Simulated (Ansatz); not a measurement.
**GeAs5: one candidate of a structure search**

The task: take a trial cell of GeAs5 to zero force and stress.

Computed with Ansatz 0.2.0 (DFT PBE, scalar-relativistic, plane waves, PAW, unless a step's input says otherwise).

## Step 1: The system as given

The structure is hexagonal, space group P6/mmm (No. 191). The conventional cell has a = 4.175 Å, b = 4.175 Å, c = 10.651 Å, α = 90.00°, β = 90.00°, γ = 120.00°. Around Ge (site symmetry 6/mmm) lie 6 As at 2.41 Å. Around As (site symmetry 6/mmm) lie 2 As at 2.41 Å. Around As (site symmetry -6m2) lie 3 As at 2.41 Å and 3 Ge at 2.41 Å. Around As (site symmetry 6mm) lie 1 As at 2.41 Å.

Structure file:

```cif
data_structure
_symmetry_space_group_name_H-M 'P 1'
_symmetry_Int_Tables_number 1
_cell_length_a 4.1751
_cell_length_b 4.1751
_cell_length_c 10.6507
_cell_angle_alpha 90.000
_cell_angle_beta 90.000
_cell_angle_gamma 120.000
_cell_volume 160.78
loop_
_atom_site_label
_atom_site_type_symbol
_atom_site_fract_x
_atom_site_fract_y
_atom_site_fract_z
_atom_site_occupancy
Ge1 Ge 0.00000 0.00000 0.00000 1
As1 As 0.00000 0.00000 0.50000 1
As2 As 0.33333 0.66667 0.00000 1
As3 As 0.66667 0.33333 0.00000 1
As4 As 0.00000 0.00000 0.72591 1
As5 As 0.00000 0.00000 0.27409 1
```

A structure generator made this guess: random cell by space group and Wyckoff sites (P6/mmm, No. 191). The dimensions are guesses.

## Step 2: A first look at the guess

input.yaml reads:

```yaml
crystal:
  lattice:
    - [4.17509532, 0.0, 0.0]
    - [-2.08754766, 3.61573861, 0.0]
    - [0.0, 0.0, 10.65067943]
  atoms:
    - { symbol: Ge, position: [0.0, 0.0, 0.0] }
    - { symbol: As, position: [0.0, 0.0, 0.5] }
    - { symbol: As, position: [0.33333333, 0.66666667, 0.0] }
    - { symbol: As, position: [0.66666667, 0.33333333, 0.0] }
    - { symbol: As, position: [0.0, 0.0, 0.72591303] }
    - { symbol: As, position: [0.0, 0.0, 0.27408697] }
basis:
  ecutwfc: 420
kpoints:
  mp_grid: { grid: [6, 6, 2] }
hamiltonian:
  xc: pbe
scf:
  occupations: { method: gaussian, width: 0.1 }
  lower_state_search: "off"
output:
  forces: true
  stress: true
  eigenvalues: true
```

Launch:

```
ansatz run input.yaml --threads 1 --pin off --max-ram 2560MiB --backend cpu --events-out ev --progress --plain --runs-dir out
```

The session goes on with these runs: rough relaxation on the coarse mesh; final relaxation.

Q: Predict the outcome of this session. Wanted: conventional cell; volume; energy over the elements; gap on the mesh.

The runs gave:

| quantity | value |
| --- | --- |
| symmetry at the end (tolerance 0.05 Å) | space group P6/mmm (No. 191) |
| conventional cell | a = 4.851 Å, b = 4.851 Å, c = 9.734 Å, α = 90.00°, β = 90.00°, γ = 120.00° |
| volume | 33.07 Å³/atom |
| energy over the elements | +0.85 eV/atom |
| gap on the mesh | none (metal) |

In words: The space group P6/mmm (No. 191) is kept, and the volume per atom grows by 23.4 % from the first guess. The formation energy is positive, so the separate elements lie lower. No finished test with a distortion of lower symmetry is shown, so the end may be a saddle point.
